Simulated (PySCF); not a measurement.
# GeH₂F−, an adduct: interaction energy

One table from this session's results is given with a row withheld; the runs are named, their logs left out.

Computed with PySCF 2.14.0; each step states its level. No surroundings beyond the atoms listed, unless a continuum is named. Atoms count from 0, parts from 1.

### Starting point

4 atoms, charge -1, multiplicity 1; geometry: GFN2-xTB. Parts: 1 = atoms 0–2, `[GeH2]`, charge 0; 2 = atom 3, `[F-]`, charge -1. In the given geometry Ge0 and F3 of different parts are bonded (1.92 Å), so values for the parts refer to these atom groups.

The first run:

The job: settings as JSON, then the geometry in Å.

```
{"job": {"xc": "PBE0", "basis": "def2-SVPD", "d3": "d3bj", "grid": 2, "kind": "geom", "shake": 0.01}, "charge": -1, "multiplicity": 1, "parts": [{"atoms": "0-2", "charge": 0, "multiplicity": 1}, {"atoms": "3-3", "charge": -1, "multiplicity": 1}]}
Ge     0.434642     0.086085     0.978225
H     -1.508525    -0.171280     0.769543
H      0.721495    -0.157495    -0.935501
F      0.911600    -1.674503     1.570338
```

Run with:

```console
OMP_NUM_THREADS=1 python cluster_run.py task.json out
```

One launch serves the whole session: the jobs run in the order shown.

Among the steps run: Relaxing the molecule at PBE0-D3(BJ)/def2-SVPD; Coupled-cluster interaction energy: CCSD(T) and MP2, 1.88 Å; Coupled-cluster interaction energy: CCSD(T) and MP2, 2.07 Å; Coupled-cluster interaction energy: CCSD(T) and MP2, 1.79 Å; Coupled-cluster interaction energy: CCSD(T) and MP2, 2.35 Å; Coupled-cluster interaction energy: CCSD(T) and MP2, 1.70 Å; Coupled-cluster interaction energy: CCSD(T) and MP2, 2.83 Å; Coupled-cluster interaction energy: CCSD(T) and MP2, 3.77 Å.

One table of the session follows, with a row left open; its other results are not shown here.

It belongs to the step «Coupled-cluster interaction energy: CCSD(T) and MP2, 3.77 Å». 

```
                 method  interaction energy (kcal/mol)
         HF/aug-cc-pVDZ                         -10.99
        MP2/aug-cc-pVDZ                         -11.40
       CCSD/aug-cc-pVDZ                              ?
    CCSD(T)/aug-cc-pVDZ                         -11.42
         HF/aug-cc-pVTZ                         -11.11
        MP2/aug-cc-pVTZ                         -11.39
    SCS-MP2/aug-cc-pVTZ                         -11.24
      MP2, extrapolated                         -11.33
CCSD(T), limit estimate                         -11.34
```

Estimate the missing values for CCSD/aug-cc-pVDZ.

**Answer.** interaction energy (kcal/mol): -11.12. In the column «interaction energy (kcal/mol)» it lies between SCS-MP2/aug-cc-pVTZ (-11.24) and HF/aug-cc-pVTZ (-11.11).
